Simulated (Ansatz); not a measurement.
# Cl2Si: the cost of one run

Program: Ansatz 0.2.0, Gaussian basis. Level of theory: PBE0-D4/def2-TZVP structures, single points in def2-TZVPP, no counterpoise correction. These are calculated values, not measurements.

Levels: SPW92, PBE-D4, BLYP-D4, r2SCAN-D4, B97M-V, PBE0-D4, B3LYP-D4, r2SCAN0-D4, BHLYP-D4, CAM-B3LYP-D4, wB97X-V, wB97M-V, B2PLYP, PBE-QIDH, RPA on PBE, Hartree-Fock, MP2, CCSD, CCSD(T).

Correlated methods freeze the cores. B3LYP uses VWN-RPA correlation. B2PLYP carries no dispersion term here.

56 further runs of the same task are left out: 56 set aside as unsound or not needed. Runs told in other sessions of the task aren't counted.

## Step 1: The system as given

The complex: 8 atoms, charge 0, spin multiplicity 1.

Atoms are counted from 1 here; the program's logs count them from 0.

Bond lengths: Si1–Cl4 2.084 Å, Si1–Cl5 2.083 Å, Si2–H3 1.498 Å, Si2–H6 1.482 Å, Si2–H7 1.482 Å, Si2–H8 1.485 Å. Angles: Cl4–Si1–Cl5 101.3°, H3–Si2–H6 108.4°, H3–Si2–H7 108.4°, H3–Si2–H8 108.0°, H6–Si2–H7 110.7°, H6–Si2–H8 110.6°, H7–Si2–H8 110.7°.

Geometry (Å):

```xyz
8
charge 0, multiplicity 1
Si   -0.5418    1.8720   -0.2013
Si    0.4744   -1.2700   -0.3853
H     0.1570   -0.3011    0.7120
Cl   -2.3866    1.6446    0.7405
Cl    0.5777    2.7750    1.3055
H    -0.7063   -1.3727   -1.2753
H     1.6499   -0.7629   -1.1319
H     0.7758   -2.5848    0.2360
```

Its parts: SiCl₂ holds atoms 1, 4, 5; SiH₄ holds atoms 2, 3, 6, 7, 8. Each part counts its atoms afresh in its own runs.

## Step 2: Relaxing SiCl₂ alone

The input, relax-a/in.yaml:

```yaml
crystal:
  periodic: [false, false, false]
  atoms:
    - {symbol: Si, position_ang: [-0.541844, 1.872004, -0.201323]}
    - {symbol: Cl, position_ang: [-2.386626, 1.644584, 0.740509]}
    - {symbol: Cl, position_ang: [0.577744, 2.775022, 1.305474]}
basis:
  gaussian: {orbitals: def2-TZVP}
hamiltonian: {xc: pbe0, dispersion: d4}
relax: {f_tol: 0.005, max_steps: 200}
```

Launch:

```sh
> ansatz run in.yaml --threads 4 --pin off --events-out ev --progress --plain --max-ram 9574MiB
```

**Question.** How long does this run take on 4 threads of Arm Neoverse V1, shared host?

About 4 s.
